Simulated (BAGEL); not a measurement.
# C2H3FGe (SMILES C#[C][GeH2][F]) at B3LYP/cc-pVDZ (density fitting with qzvpp-jkfit)

Aim: the energy change on altering one bond length of C2H3FGe at B3LYP/cc-pVDZ (density fitting with qzvpp-jkfit), from 2 runs. 

The calculation is run with BAGEL 1.2.2.

2 further runs of the same task are left out: 2 set aside as unsound or not needed. Runs told in other sessions of the task aren't counted.

### Step 1. Starting point

C2H3FGe has 7 atoms, charge 0, and is taken as a singlet. SMILES: `C#[C][GeH2][F]`. The coordinates come from a PBE0-D4/def2-TZVP relaxation.

Bond lengths: C1–C2 1.205 Å, C2–Ge3 1.891 Å, Ge3–F4 1.737 Å, C1–H5 1.066 Å, Ge3–H6 1.530 Å, Ge3–H7 1.530 Å. Angles: C1–C2–Ge3 178.5°, C2–Ge3–F4 106.8°, C2–C1–H5 179.5°, C2–Ge3–H6 111.0°, C2–Ge3–H7 111.0°, F4–Ge3–H6 106.5°, F4–Ge3–H7 106.5°, H6–Ge3–H7 114.4°.

### Step 2. The energy at B3LYP/cc-pVDZ (density fitting with qzvpp-jkfit)

File input.json:

```json
{ "bagel" : [

{
  "title" : "molecule",
  "basis" : "cc-pvdz.json",
  "df_basis" : "qzvpp-jkfit",
  "angstrom" : true,
  "geometry" : [
    { "atom" : "C", "xyz" : [       1.589600,      -1.011400,       0.749400 ] },
    { "atom" : "C", "xyz" : [       0.653200,      -0.399300,       0.302800 ] },
    { "atom" : "Ge", "xyz" : [      -0.795200,       0.603200,      -0.384600 ] },
    { "atom" : "F", "xyz" : [      -1.928600,      -0.538300,      -1.040400 ] },
    { "atom" : "H", "xyz" : [       2.414700,      -1.560800,       1.142300 ] },
    { "atom" : "H", "xyz" : [      -1.525800,       1.349500,       0.733200 ] },
    { "atom" : "H", "xyz" : [      -0.346600,       1.489200,      -1.548300 ] }
  ]
},

{
  "title" : "ks",
  "xc_func" : "b3lyp"
},

{
  "title" : "print",
  "file" : "orbitals.molden",
  "orbitals" : true
}

]}
```

The basis set cc-pVDZ is read from a file made from the Basis Set Exchange's data (not shown).

Launch:

```console
$ BAGEL_NUM_THREADS=1 BAGEL input.json > input.out
```

Log:

```text
* using 1 threads per process

  ===============================================================
  ===============================================================

  *** Geometry ***

  { "atom" : "C", "xyz" : [      3.003909,     -1.911269,      1.416161 ] },
  { "atom" : "C", "xyz" : [      1.234369,     -0.754568,      0.572209 ] },
  { "atom" : "Ge", "xyz" : [     -1.502710,      1.139883,     -0.726789 ] },
  { "atom" : "F", "xyz" : [     -3.644526,     -1.017240,     -1.966071 ] },
  { "atom" : "H", "xyz" : [      4.563122,     -2.949485,      2.158634 ] },
  { "atom" : "H", "xyz" : [     -2.883344,      2.550185,      1.385547 ] },
  { "atom" : "H", "xyz" : [     -0.654979,      2.814180,     -2.925863 ] },

  Number of auxiliary basis functions:      547

  Since a DF basis is specified, we compute 2- and 3-index integrals:
    o Being stored without compression. Storage requirement is 0.031 GB

  Number of basis functions:       84
  Number of electrons      :       56

    * METHOD: MOLECULE                             0.28

  *** Kohn-Sham DFT ***

    * Removing 10756 points whose weight is below 1.00e-10
    * Grid points: 93586

  === Nuclear Repulsion ===
   246.5685013891

       - DIIS with orbital gradients will be used.

  === KS iteration (b3lyp / cc-pvdz.json) ===
      0      -2218.73541990          0.10206021           0.35
      1      -2031.87062399          0.22658246           0.33
      2      -2171.77566496          0.15611536           0.32
      3      -2235.96752170          0.11744843           0.33
      4      -2234.32850036          0.12073247           0.33
      5      -2254.05808789          0.03285444           0.33
      6      -2253.96133663          0.03713160           0.34
      7      -2254.79985692          0.00767383           0.33
      8      -2254.80799433          0.00692725           0.33
      9      -2254.83576807          0.00155365           0.32
     10      -2254.83737390          0.00029523           0.33
     11      -2254.83744882          0.00003739           0.32
     12      -2254.83744968          0.00001932           0.33
     13      -2254.83744985          0.00000965           0.34
     14      -2254.83744989          0.00000390           0.34
     15      -2254.83744990          0.00000049           0.33
     16      -2254.83744990          0.00000049           0.34
     17      -2254.83744990          0.00000007           0.33
     18      -2254.83744990          0.00000002           0.32
     19      -2254.83744990          0.00000001           0.31
    * SCF iteration converged.

    * Permanent dipole moment:
           (   -0.640296,    -0.456472,    -0.358976) a.u.

    * METHOD: KS                                   7.01

    * METHOD: PRINT                                0.01

  ===============================================================
```

Run time: 7.5 s. Hardware: 1 thread of Arm Neoverse V2, shared host; peak memory 0.41 GiB.

### Step 3. The distorted shape at the same level

File job.json:

```json
{ "bagel" : [

{
  "title" : "molecule",
  "basis" : "cc-pvdz.json",
  "df_basis" : "qzvpp-jkfit",
  "angstrom" : true,
  "geometry" : [
    { "atom" : "C", "xyz" : [       0.599453,      -0.352102,       0.277907 ] },
    { "atom" : "C", "xyz" : [      -0.336947,       0.259998,      -0.168693 ] },
    { "atom" : "Ge", "xyz" : [      -1.785347,       1.262498,      -0.856093 ] },
    { "atom" : "F", "xyz" : [      -2.918747,       0.120998,      -1.511893 ] },
    { "atom" : "H", "xyz" : [       2.414700,      -1.560800,       1.142300 ] },
    { "atom" : "H", "xyz" : [      -2.515947,       2.008798,       0.261707 ] },
    { "atom" : "H", "xyz" : [      -1.336747,       2.148498,      -2.019793 ] }
  ]
},

{
  "title" : "ks",
  "xc_func" : "b3lyp"
},

{
  "title" : "print",
  "file" : "orbitals.molden",
  "orbitals" : true
}

]}
```

The basis set cc-pVDZ is read from a file made from the Basis Set Exchange's data (not shown).

Launch:

```console
$ BAGEL_NUM_THREADS=1 BAGEL job.json > job.out
```

Log:

```text
* using 1 threads per process

  ===============================================================
  ===============================================================

  *** Geometry ***

  { "atom" : "C", "xyz" : [      1.132802,     -0.665376,      0.525168 ] },
  { "atom" : "C", "xyz" : [     -0.636738,      0.491325,     -0.318784 ] },
  { "atom" : "Ge", "xyz" : [     -3.373817,      2.385775,     -1.617781 ] },
  { "atom" : "F", "xyz" : [     -5.515632,      0.228653,     -2.857064 ] },
  { "atom" : "H", "xyz" : [      4.563122,     -2.949485,      2.158634 ] },
  { "atom" : "H", "xyz" : [     -4.754451,      3.796078,      0.494555 ] },
  { "atom" : "H", "xyz" : [     -2.526086,      4.060073,     -3.816856 ] },

  Number of auxiliary basis functions:      547

  Since a DF basis is specified, we compute 2- and 3-index integrals:
    o Being stored without compression. Storage requirement is 0.031 GB

  Number of basis functions:       84
  Number of electrons      :       56

    * METHOD: MOLECULE                             0.27

  *** Kohn-Sham DFT ***

    * Removing 9891 points whose weight is below 1.00e-10
    * Grid points: 94451

  === Nuclear Repulsion ===
   243.2508099253

       - DIIS with orbital gradients will be used.

  === KS iteration (b3lyp / cc-pvdz.json) ===
      0      -2219.84119153          0.10153492           0.33
      1      -2035.09913932          0.21944198           0.32
      2      -2173.24899452          0.15834783           0.32
      3      -2235.12292861          0.11828786           0.32
      4      -2242.08439205          0.10608418           0.34
      5      -2253.64775231          0.03314139           0.34
      6      -2253.70850859          0.02213012           0.33
      7      -2254.31839864          0.01637608           0.33
      8      -2254.52468103          0.00793699           0.34
      9      -2254.60922615          0.00647247           0.34
     10      -2254.62386059          0.00242018           0.34
     11      -2254.62645199          0.00179617           0.33
     12      -2254.62860091          0.00059655           0.33
     13      -2254.62880882          0.00022759           0.33
     14      -2254.62885862          0.00012239           0.33
     15      -2254.62887275          0.00004193           0.33
     16      -2254.62887372          0.00000836           0.34
     17      -2254.62887373          0.00000608           0.35
     18      -2254.62887375          0.00000434           0.34
     19      -2254.62887376          0.00000031           0.34
     20      -2254.62887376          0.00000039           0.33
     21      -2254.62887376          0.00000009           0.33
     22      -2254.62887376          0.00000004           0.33
     23      -2254.62887376          0.00000004           0.35
     24      -2254.62887376          0.00000001           0.34
     25      -2254.62887376          0.00000000           0.33
    * SCF iteration converged.

    * Permanent dipole moment:
           (   -0.881909,    -0.289614,    -0.473664) a.u.

    * METHOD: KS                                   9.10

    * METHOD: PRINT                                0.01

  ===============================================================
```

It took 9.6 s on 1 thread of Arm Neoverse V2, shared host; peak memory 0.41 GiB.

### Step 4. What came out

Level: B3LYP/cc-pVDZ (density fitting with qzvpp-jkfit).

| quantity | value |
| --- | --- |
| first shape: total energy | -2254.83745 Eh |
| first shape: dipole moment | 2.20 D |
| first shape: HOMO energy | -8.13 eV |
| first shape: LUMO energy | -0.79 eV |
| first shape: HOMO–LUMO gap | 7.34 eV |
| distorted shape: total energy | -2254.62887 Eh |
| distorted shape: dipole moment | 2.65 D |
| distorted shape: HOMO energy | -8.02 eV |
| distorted shape: LUMO energy | -5.55 eV |
| distorted shape: HOMO–LUMO gap | 2.47 eV |
| energy change with the C1–H5 bond stretched from 1.066 to 2.346 Å | 5.676 eV |

In words: One bond (distorted shape) is far stretched, which a spin-restricted single reference describes badly; a broken-symmetry solution may lie lower. With the C1–H5 bond stretched from 1.066 to 2.346 Å the energy rises by 5.68 eV (548 kJ/mol). The first shape isn't relaxed at this level, so the change isn't measured from a minimum. A restricted reference can't describe the breaking bond well at this length.
